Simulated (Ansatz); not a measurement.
**Ba: an axial (c/a) deformation path**

One table from this session's results is given with a row withheld; the runs are named, their logs left out.

Method: DFT PBEsol, scalar-relativistic, plane waves, PAW, in Ansatz 0.2.0.

## The starting structure

It takes space group Cmmm (No. 65, orthorhombic). The conventional cell has a = 3.910 Å, b = 7.300 Å, c = 5.700 Å, α = 90.00°, β = 90.00°, γ = 90.00°. Ba (site symmetry mmm) has 6 Ba at 3.91 to 4.14 Å in its first shell of neighbours.

As a file:

```
CELL_PARAMETERS angstrom
1.95500 -3.65000 0.00000
1.95500 3.65000 0.00000
0.00000 0.00000 5.70000
ATOMIC_POSITIONS crystal
Ba 0.00000 0.00000 0.00000
```

The cell is taken as given, not relaxed at this level.

Set-up of the first run:

input.yaml

```yaml
crystal:
  lattice:
    - [1.955, -3.65, 0.0]
    - [1.955, 3.65, 0.0]
    - [0.0, 0.0, 5.7]
  atoms:
    - { symbol: Ba, position: [0.0, 0.0, 0.0] }
basis:
  ecutwfc: 420
kpoints:
  mp_grid: { grid: [16, 16, 10] }
hamiltonian:
  xc: pbesol
scf:
  occupations: { method: gaussian, width: 0.15 }
output:
  forces: true
  stress: true
  eigenvalues: true
```

Command:

```bash
$ ansatz run input.yaml --threads 1 --pin off --max-ram 2560MiB --backend cpu --events-out ev --progress --plain --runs-dir out
```

Among the steps run: The undisturbed cell; Point ρ = 0.850; ρ = 1.200; ρ = 0.920; Point ρ = 1.100; Point ρ = 0.960; ρ = 1.050; ρ = 0.800; Point ρ = 1.300.

One table of the session follows, with a row left open; its other results are not shown here.

| ρ | ΔE (meV/atom) | pressure (GPa) |
| --- | --- | --- |
| 0.800 | -200.1 | -1.2 |
| 0.850 | -158.6 | -0.9 |
| 0.920 | -89.7 | -0.4 |
| 0.960 | ? | ? |
| 1.000 | 0.0 | 0.1 |
| 1.050 | 60.2 | 0.4 |
| 1.100 | 122.5 | 0.7 |
| 1.200 | 249.1 | 1.2 |
| 1.300 | 370.4 | 1.6 |

Estimate the missing values for ρ = 0.960.

Worked estimate for «ΔE (meV/atom)». A straight line through the neighbours (0.920, -89.7) and (1.000, 0.0) gives -89.7 + (0.0 + 89.7) × (0.960 − 0.920) / (1.000 − 0.920) = -44.9; a parabola fitted to 4 rows on both sides gives -46.2.

The run gave: ΔE (meV/atom): -46.0; pressure (GPa): -0.2. In «ΔE (meV/atom)» the line misses by +1.1 and the parabola by -0.2.
